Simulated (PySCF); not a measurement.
**C₄H₉AlO: electronic excitations**

What electronic excitations should C₄H₉AlO (`C[O+]1CC=[CH][AlH2-]1`) show?

The runs use PySCF 2.14.0, with density-fitted response routines of our own; the level of theory stands in each step. All values are computed, except where a source is named. Atoms count from 0, in the outputs and in this text.

### 1 The starting structure

15 atoms, charge 0, multiplicity 1; geometry from: GFN2-xTB.

Bonds of the start (Å): C0–O1 1.40, O1–C2 1.41, C2–C3 1.50, C3–C4 1.34, C4–Al5 2.02, Al5–O1 1.88, C0–H6 1.09, C0–H7 1.09, C0–H8 1.09, C2–H9 1.10, C2–H10 1.10, C3–H11 1.09, C4–H12 1.09, Al5–H13 1.57, Al5–H14 1.57.

### 2 Ultraviolet spectrum: B3LYP/def2-SVPD

The job: settings as JSON, then the geometry in Å.

```
{"job": {"kind": "uv", "xc": "B3LYP", "basis": "def2-SVPD", "nstates": 8, "ntriplets": 3}, "charge": 0, "multiplicity": 1}
C      1.887223     0.178358    -0.352379
O      0.513736     0.112369    -0.069370
C     -0.138931    -1.082542    -0.453828
C     -1.582622    -0.944478    -0.061668
C     -2.003029     0.174360     0.534428
Al    -0.478194     1.471240     0.765253
H      2.434513    -0.612778     0.169049
H      2.071046     0.101021    -1.428012
H      2.224667     1.151025     0.004988
H      0.325498    -1.942428     0.050726
H     -0.038995    -1.231728    -1.539030
H     -2.197334    -1.806023    -0.307419
H     -3.063314     0.193994     0.783869
H     -0.252024     2.649210    -0.241110
H      0.293346     1.596388     2.122590
```

Method: TDDFT B3LYP/def2-SVPD, vertical, gas phase, core orbitals frozen in the response.

Run with:

```bash
$ OMP_NUM_THREADS=1 python probes_run.py task.json out
```

This one command runs all jobs of the session in turn.

Predict these results of the whole session: lowest singlet (B3LYP/def2-SVPD); brightest single state of those computed; lowest triplet; surface potential, 1st and 99th percentile.

The runs gave:

| quantity | value |
| --- | --- |
| lowest singlet (B3LYP/def2-SVPD) | 5.85 eV (212 nm), f = 0.012 |
| brightest single state of those computed | state 3, 6.10 eV, f = 0.087 |
| lowest triplet | 4.37 eV |
| surface potential, 1st and 99th percentile | -1.22 V and 1.38 V |

In words: The first singlet state (HOMO→LUMO 0.90) lies at 5.85 eV and is weak; of the 8 states computed, the strongest absorption comes from state 3 at 6.10 eV. The lowest triplet lies 1.48 eV below the lowest singlet (triplets in Tamm-Dancoff, singlets in full TDDFT).
